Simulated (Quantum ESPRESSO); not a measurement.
PtSe, 2 atoms in the cell. Symmetry: P-6m2, No. 187, hexagonal system. Conventional cell: a = 3.702 Å, b = 3.702 Å, c = 3.613 Å, α = 90.00°, β = 90.00°, γ = 120.00°. Pt (site symmetry -6m2) has 6 Se at 2.80 Å as nearest neighbours. Se (site symmetry -6m2) is surrounded by 6 Pt at 2.80 Å. The cell comes from a database or a generator and needn't be the stable form of this composition.

```yaml
Program: Quantum ESPRESSO 7.5
Task: single point
Functional: LDA
Potentials_or_basis: GBRV 1.5 LDA
Cutoff: 612 eV
Density_cutoff: 4898 eV
k_mesh: 6 × 6 × 5
Occupations: fermi-dirac, width 0.05 eV
Spin: no spin polarisation
Hubbard_terms: Pt d U = 3.5 eV
Start_of_the_occupations: default
Hubbard_projectors: atomic
Form_of_the_LDA_correlation: PZ81
Mixing_beta: 0.3
Most_SCF_iterations: 120
SCF_threshold: 4e-10 Ry
Diago_david_ndim: 4
Mixing_ndim: 12
```

Potentials or basis: GBRV 1.5 LDA.

Launch:

```bash
$ OMP_NUM_THREADS=1 pw.x -in pw.in > pw.out
$ OMP_NUM_THREADS=1 pw.x -in scf2.in > scf2.out
```

Hardware: 1 thread of Arm Neoverse V1 (shared host).

**Question.** Estimate the wall time of this run.

**Answer.** It took 23 s on 1 thread of Arm Neoverse V1 (shared host), peak memory 0.16 GiB. Counts: scf iterations 12, k pools 1, bands 21, k points 21, g dense 33401.
